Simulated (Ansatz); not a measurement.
## BrH3NSi, SMILES N[SiH]Br: harmonic frequencies at the relaxed geometry, step by step

Program: Ansatz 0.2.0, Python API.

The cells in order, each with its output:

In [1]:
```python
from dataclasses import dataclass

import ansatz as az
import numpy as np
```

In [2]:
```python
@dataclass
class RunConfig:
    basis: str = 'def2-SVP'
    xc: str = 'pbe0'
```

In [3]:
```python
settings = RunConfig()
```

In [4]:
```python
molecule = (
    az.Crystal.molecule()
    .atom('N', [-0.8269, 0.2511, -0.4579])
    .atom('Si', [-0.0676, -0.3923, 0.86])
    .atom('Br', [1.6639, -1.3909, -0.0369])
    .atom('H', [-0.2454, 1.0841, -0.8251])
    .atom('H', [-0.8939, -0.3884, -1.2472])
    .atom('H', [0.412, 0.7724, 1.6609])
)
```

In [5]:
```python
model = (
    molecule.calculation()
    .basis(gaussian=settings.basis)
    .functional(settings.xc)
    .spin('collinear', total=1)
)
symbols = [site.symbol for site in molecule.cartesian_sites]
start = np.array([site.position_ang for site in molecule.cartesian_sites], dtype=float)
rep = model.relax(force_tolerance=0.003).run().report
end = np.array(rep['positions_ang'])
```

In [6]:
```python
print('final positions (A) and the move of each atom')
for symbol, xyz, old in zip(symbols, end, start):
    print(f'{symbol:2s} {xyz[0]:10.5f} {xyz[1]:10.5f} {xyz[2]:10.5f}   {np.linalg.norm(xyz - old):7.4f}')
```
```text
final positions (A) and the move of each atom
N    -0.66901    0.27507   -0.60505    0.2172
Si    0.07259   -0.41511    0.77561    0.1652
Br    1.88748   -1.67161    0.29786    0.4908
H    -0.71195    1.27481   -0.76504    0.5076
H    -1.05518   -0.26704   -1.36799    0.2352
H     0.51817    0.73987    1.61842    0.1189
```

In [7]:
```python
minimum = az.Crystal.molecule()
for symbol, place in zip(symbols, end):
    minimum = minimum.atom(symbol, place.tolist())
vibrating = (
    minimum.calculation()
    .basis(gaussian=settings.basis)
    .functional(settings.xc)
    .spin('collinear', total=1)
    .phonons(temperatures=(298.15, 498.15, 100))
)
vib = vibrating.run().report['vibrations']
sums = vib['harmonic_sums']
modes = [m['omega_inv_cm'] for m in sums['modes_at_gamma'] if m['rigid_motion'] == 'no']
for number, w in enumerate(modes, start=1):
    print(f'mode {number:2d} {w:9.1f} 1/cm {w / 8065.544 * 1000:8.2f} meV')
print('imaginary modes:', sum(w < 0 for w in modes), ' zero-point energy:', round(sums['zero_point_energy_ev'], 4), 'eV')
print('T (K)   F_vib (eV)   S_vib (meV/K)   C_vib (meV/K)')
for row in zip(sums['temperatures_k'], sums['vibrational_free_energy_ev'], vib['entropy_ev_per_k'], vib['heat_capacity_ev_per_k']):
    print(f'{row[0]:6.1f} {row[1]:11.4f} {1000 * row[2]:13.4f} {1000 * row[3]:15.4f}')
```
```text
mode  1     115.7 1/cm    14.35 meV
mode  2     212.6 1/cm    26.35 meV
mode  3     343.8 1/cm    42.62 meV
mode  4     410.6 1/cm    50.91 meV
mode  5     592.6 1/cm    73.47 meV
mode  6     705.3 1/cm    87.44 meV
mode  7     868.3 1/cm   107.66 meV
mode  8     896.9 1/cm   111.20 meV
mode  9    1522.1 1/cm   188.72 meV
mode 10    2195.8 1/cm   272.24 meV
mode 11    3619.0 1/cm   448.70 meV
mode 12    3730.5 1/cm   462.52 meV
imaginary modes: 0  zero-point energy: 0.9431 eV
T (K)   F_vib (eV)   S_vib (meV/K)   C_vib (meV/K)
 298.1      0.8975        0.3636          0.4243
 398.1      0.8542        0.4998          0.5173
 498.1      0.7980        0.6235          0.5853
```

What to keep in mind:
- These settings explore the input space; basis and method may be short of convergence.
- The frequencies are harmonic and unscaled, in a modest basis.
- The run takes the species as open-shell (spin multiplicity 2), which needn't be its ground state.
- The result belongs to the one conformer reached from this start, and soft torsions count as harmonic oscillators.
- It ran for 2.9 min on 1 thread of Arm Neoverse V1, with other jobs on the host, peak memory 0.3 GiB.
